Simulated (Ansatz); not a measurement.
# GeH+ (singlet): the correlation ladder at distance Ge1–H2 = 2.144 Å, cc-pVQZ

How much of the correlation energy of GeH+ (singlet) does each wave-function method recover here?

The runs use Ansatz 0.2.0, Gaussian basis; cc-pVQZ, core rule «outside noble gas», up to 14 orbitals frozen.

To be run: UHF; CCSD(T) on RHF; CCSD(T) on UHF; BCCD(T) on RHF; CCSDT(Q) on RHF; CCSDT(Q) on UHF; CASSCF and NEVPT2, 4 electrons in 5 orbitals; Full CI.

21 further runs of the same task are left out: 15 that didn't finish, 6 set aside as unsound or not needed.

## 1. The geometry

The geometry derives from a PBE0/def2-TZVP stationary point (not a proven minimum). One bond is set to the value named and the two fragments are kept rigid. No spin-orbit coupling is included. The filled d shell of Ge may be among the frozen orbitals whatever the setting's name suggests; the logs give the count.

2 atoms, charge 1, spin multiplicity 1.

Atoms are counted from 1 here; the program's logs count them from 0.

No contacts short enough for the rule that draws bonds.

## 2. UHF

in.yaml reads:

```yaml
crystal:
  periodic: [false, false, false]
  atoms:
    - {symbol: Ge, position_ang: [0.000000, 0.000000, 0.000000]}
    - {symbol: H, position_ang: [0.000000, 0.000000, 2.144000]}
basis:
  gaussian: {orbitals: cc-pVQZ}
total_charge: 1
magnetization: {spin_polarized: true, initial_magnetization: 0}
hamiltonian: {xc: hf}
output: {orbitals: {seedname: orbitals}}
```

Command:

```bash
> ansatz run in.yaml --threads 1 --pin off --events-out ev --progress --plain --max-ram 2393MiB
```

After this run come: CCSD(T) on RHF; CCSD(T) on UHF; BCCD(T) on RHF; CCSDT(Q) on RHF; CCSDT(Q) on UHF; CASSCF and NEVPT2, 4 electrons in 5 orbitals; Full CI.

**Question.** What will the summary of the whole plan be? Wanted: FCI below the RHF energy; RMP2 from FCI; RCCSD from FCI; RCCSD(T) from FCI; RCCSDT(Q) from FCI; NEVPT2 valence from FCI; T1 diagnostic; effectively unpaired electrons.

The runs gave:

| quantity | value |
| --- | --- |
| FCI below the RHF energy | -2.7177 eV |
| RMP2 from FCI | +723.7 meV |
| RCCSD from FCI | +79.5 meV |
| RCCSD(T) from FCI | +15.5 meV |
| RCCSDT(Q) from FCI | +0.4 meV |
| NEVPT2 valence from FCI | +289.1 meV |
| levels within 1 kcal/mol (43 meV) | RCCSD(T), BCCD(T), RCCSDT, RCCSDT(Q) |
| T1 diagnostic | 0.019 |
| effectively unpaired electrons | 0.14 |

RCCSD(T) lands +15.5 meV from the yardstick (0.6 % of the correlation energy). One determinant dominates. These misses are within one basis, not against nature.
